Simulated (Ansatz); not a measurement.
# CH9BSi3: up Jacob's ladder to CCSD(T)

The task here is to estimate one member of a computed series from the others.

The runs use Ansatz 0.2.0, Gaussian basis; functionals in def2-TZVPP, the program's frozen cores in correlated methods.

Levels to be run: PBE-D4, r2SCAN-D4, PBE0-D4, B3LYP-D4, ωB97X-V, ωB97M-V, B2PLYP; CCSD(T)/def2-TZVPP; MP2/def2-QZVPP; extrapolation to the limit.

### The geometry

An earlier PBE0-D4 in a triple-zeta def2 set relaxation fixed the geometry.

14 atoms, charge 0, spin multiplicity 1.

Atoms are counted from 1 here; the program's logs count them from 0.

Bond lengths: C1–Si2 1.866 Å, C1–H6 1.095 Å, C1–H7 1.090 Å, C1–H8 1.092 Å, Si2–Si3 2.718 Å, Si2–B4 1.871 Å, Si2–H9 1.492 Å, Si3–B4 1.862 Å, Si3–H10 1.488 Å, Si3–H11 1.488 Å, B4–Si5 1.982 Å, Si5–H12 1.492 Å, Si5–H13 1.492 Å, Si5–H14 1.492 Å. Angles: Si2–C1–H6 108.2°, Si2–C1–H7 112.1°, Si2–C1–H8 111.4°, H6–C1–H7 108.4°, H6–C1–H8 107.3°, H7–C1–H8 109.3°, C1–Si2–Si3 98.4°, C1–Si2–B4 130.1°, C1–Si2–H9 108.7°, Si3–Si2–B4 43.1°, Si3–Si2–H9 138.2°, B4–Si2–H9 121.2°, Si2–Si3–B4 43.4°, Si2–Si3–H10 89.8°, Si2–Si3–H11 144.8°, B4–Si3–H10 125.9°, B4–Si3–H11 125.1°, H10–Si3–H11 108.8° and more.

Set-up of the first run:

Contents of in.yaml:

```yaml
crystal:
  periodic: [false, false, false]
  atoms:
    - {symbol: C, position_ang: [-1.714705, 1.707413, 0.948884]}
    - {symbol: Si, position_ang: [-1.064877, 0.214776, 0.036048]}
    - {symbol: Si, position_ang: [1.506686, 0.298203, 0.913591]}
    - {symbol: B, position_ang: [0.632938, -0.115372, -0.677941]}
    - {symbol: Si, position_ang: [1.067171, -1.742349, -1.723195]}
    - {symbol: H, position_ang: [-2.517902, 2.150063, 0.350717]}
    - {symbol: H, position_ang: [-0.943904, 2.462499, 1.101290]}
    - {symbol: H, position_ang: [-2.143420, 1.428676, 1.914133]}
    - {symbol: H, position_ang: [-2.164711, -0.785507, -0.089707]}
    - {symbol: H, position_ang: [1.149012, 1.403243, 1.843745]}
    - {symbol: H, position_ang: [2.613219, -0.495170, 1.514451]}
    - {symbol: H, position_ang: [2.205520, -2.519135, -1.151876]}
    - {symbol: H, position_ang: [1.456982, -1.364696, -3.113340]}
    - {symbol: H, position_ang: [-0.094809, -2.671743, -1.838099]}
basis:
  gaussian: {orbitals: def2-TZVPP}
hamiltonian: {xc: pbe, dispersion: d4}
output: {forces: true, orbitals: {seedname: orbitals}}
```

Command:

```bash
ansatz run in.yaml --threads 4 --pin off --events-out ev --progress --plain --max-ram 10444MiB
```

Steps of the session up to this table: PBE-D4 (GGA); r2SCAN-D4 (meta-GGA); PBE0-D4 (hybrid); B3LYP-D4 (hybrid); ωB97X-V (range-separated); ωB97M-V (range-separated); B2PLYP (double hybrid); CCSD(T) in def2-TZVPP; MP2 in def2-QZVPP.

One table of the session follows, with a row left open; its other results are not shown here.

It belongs to the step «Atomisation energies». 

| method | atomisation energy (eV) |
| --- | --- |
| PBE-D4 | 46.759 |
| r2SCAN-D4 | ? |
| PBE0-D4 | 46.485 |
| B3LYP-D4 | 46.505 |
| ωB97X-V | 46.731 |
| ωB97M-V | 46.560 |
| B2PLYP | 45.837 |
| HF/def2-TZVPP | 35.001 |
| MP2/def2-TZVPP | 45.414 |
| CCSD/def2-TZVPP | 44.707 |
| CCSD(T)/def2-TZVPP | 45.338 |
| MP2/CBS | 46.516 |
| CCSD(T)/CBS | 46.440 |

**Question.** Estimate the row for r2SCAN-D4.

As computed: atomisation energy (eV): 46.823. In the column «atomisation energy (eV)» it is the highest.

Limits of these values: Free atoms (1 C, 3 Si, 1 B, 9 H) were run apart at each level; the atomisation energy is their sum less the molecule, without zero-point or spin-orbit terms.
